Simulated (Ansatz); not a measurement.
**YVO4: how the settings move a calculation**

How sensitive is a calculation of YVO4 to its settings? A reference run comes first, then one run with altered input.

Computed with Ansatz 0.2.0 (reference: DFT PBEsol, scalar-relativistic, plane waves, PAW, unless a step's input says otherwise).

4 further runs of the same task are left out: 4 set aside as unsound or not needed.

**1. The structure to begin with**

The structure is tetragonal, space group I4_1/amd (No. 141). The conventional cell has a = 7.135 Å, b = 7.135 Å, c = 6.297 Å, α = 90.00°, β = 90.00°, γ = 90.00°. Y (site symmetry -4m2) has 8 O at 2.30 to 2.44 Å as nearest neighbours. V (site symmetry -4m2) has 4 O at 1.72 Å as nearest neighbours. O (site symmetry m) has 1 V at 1.72 Å and 2 Y at 2.30 to 2.44 Å as nearest neighbours.

Coordinates:

```cif
data_structure
_symmetry_space_group_name_H-M 'I4_1/amd:1'
_symmetry_Int_Tables_number 141
_cell_length_a 7.1347
_cell_length_b 7.1347
_cell_length_c 6.2967
_cell_angle_alpha 90.000
_cell_angle_beta 90.000
_cell_angle_gamma 90.000
_cell_volume 320.53
loop_
_atom_site_label
_atom_site_type_symbol
_atom_site_symmetry_multiplicity
_atom_site_Wyckoff_symbol
_atom_site_fract_x
_atom_site_fract_y
_atom_site_fract_z
_atom_site_occupancy
Y1 Y 4 a 0.00000 0.00000 0.00000 1
V1 V 4 b 0.00000 0.00000 0.50000 1
O1 O 16 h 0.68461 0.00000 0.07545 1
```

**2. Baseline**

input.yaml reads:

```yaml
crystal:
  lattice:
    - [-3.5673489707, 3.5673489707, 3.1483479469]
    - [3.5673489707, -3.5673489707, 3.1483479469]
    - [3.5673489707, 3.5673489707, -3.1483479469]
  atoms:
    - { symbol: "Y", position: [0.0, 0.0, 0.0] }
    - { symbol: "Y", position: [0.75, 0.25, 0.5] }
    - { symbol: V, position: [0.5, 0.5, 0.0] }
    - { symbol: V, position: [0.25, 0.75, 0.5] }
    - { symbol: O, position: [0.07545448, 0.76006062, 0.68460614] }
    - { symbol: O, position: [0.51006062, 0.32545448, 0.18460614] }
    - { symbol: O, position: [0.14084834, 0.32545448, 0.81539386] }
    - { symbol: O, position: [0.07545448, 0.39084834, 0.31539386] }
    - { symbol: O, position: [0.60915166, 0.92454552, 0.68460614] }
    - { symbol: O, position: [0.67454552, 0.85915166, 0.18460614] }
    - { symbol: O, position: [0.67454552, 0.48993938, 0.81539386] }
    - { symbol: O, position: [0.23993938, 0.92454552, 0.31539386] }
basis:
  ecutwfc: 420
kpoints:
  mp_grid: { grid: [6, 6, 6] }
hamiltonian:
  xc: pbesol
scf:
  occupations: { method: gaussian, width: 0.02 }
output:
  forces: true
  stress: true
  eigenvalues: true
relax:
  adjacent_minimum: "off"
  f_tol: 0.005
  max_steps: 80
  cell: { stress_tol: 0.05 }
```

Launch:

```bash
> ansatz run input.yaml --threads 8 --pin off --max-ram 14336MiB --backend cpu --events-out ev --progress --plain --runs-dir out
```

**3. Changing settings: mp_grid.grid [5, 5, 5], lower_state_search standard**

input.yaml reads:

```yaml
crystal:
  lattice:
    - [-3.5541074002, 3.5541074002, 3.1196754132]
    - [3.5541074002, -3.5541074002, 3.1196754132]
    - [3.5541074002, 3.5541074002, -3.1196754132]
  atoms:
    - { symbol: "Y", position: [0.0, 0.0, 0.0] }
    - { symbol: "Y", position: [0.75, 0.25, 0.5] }
    - { symbol: V, position: [0.5, 0.5, 0.0] }
    - { symbol: V, position: [0.25, 0.75, 0.5] }
    - { symbol: O, position: [0.0751923972, 0.7598172647, 0.6846248674] }
    - { symbol: O, position: [0.5098172647, 0.3251923972, 0.1846248674] }
    - { symbol: O, position: [0.1405675298, 0.3251923972, 0.8153751326] }
    - { symbol: O, position: [0.0751923972, 0.3905675298, 0.3153751326] }
    - { symbol: O, position: [0.6094324702, 0.9248076028, 0.6846248674] }
    - { symbol: O, position: [0.6748076028, 0.8594324702, 0.1846248674] }
    - { symbol: O, position: [0.6748076028, 0.4901827353, 0.8153751326] }
    - { symbol: O, position: [0.2401827353, 0.9248076028, 0.3153751326] }
basis:
  ecutwfc: 420
kpoints:
  mp_grid: { grid: [5, 5, 5] }
hamiltonian:
  xc: pbesol
scf:
  occupations: { method: gaussian, width: 0.02 }
  lower_state_search: standard
output:
  forces: true
  eigenvalues: true
  stress: true
```

What does the calculation give? Wanted: for each run, ending; energy change; pressure; gap; force.

**Answer**, as computed:

```
                                                   run     ending  energy change  pressure (GPa)  gap (eV)  force (eV/Å)  cycles   time
                                             reference  converged              0             0.0      2.93          0.00       -   19 s
1: mp_grid.grid [5, 5, 5], lower_state_search standard  converged   0.0 meV/atom             0.0      2.93          0.00       8  1.7 s
```

What this shows: Changing the k-point mesh and search for lower states hardly moves the energy: 0.0 meV/atom.

These are semilocal Kohn-Sham gaps, which aren't the measured quantity. Such gaps usually fall short of the measured ones.
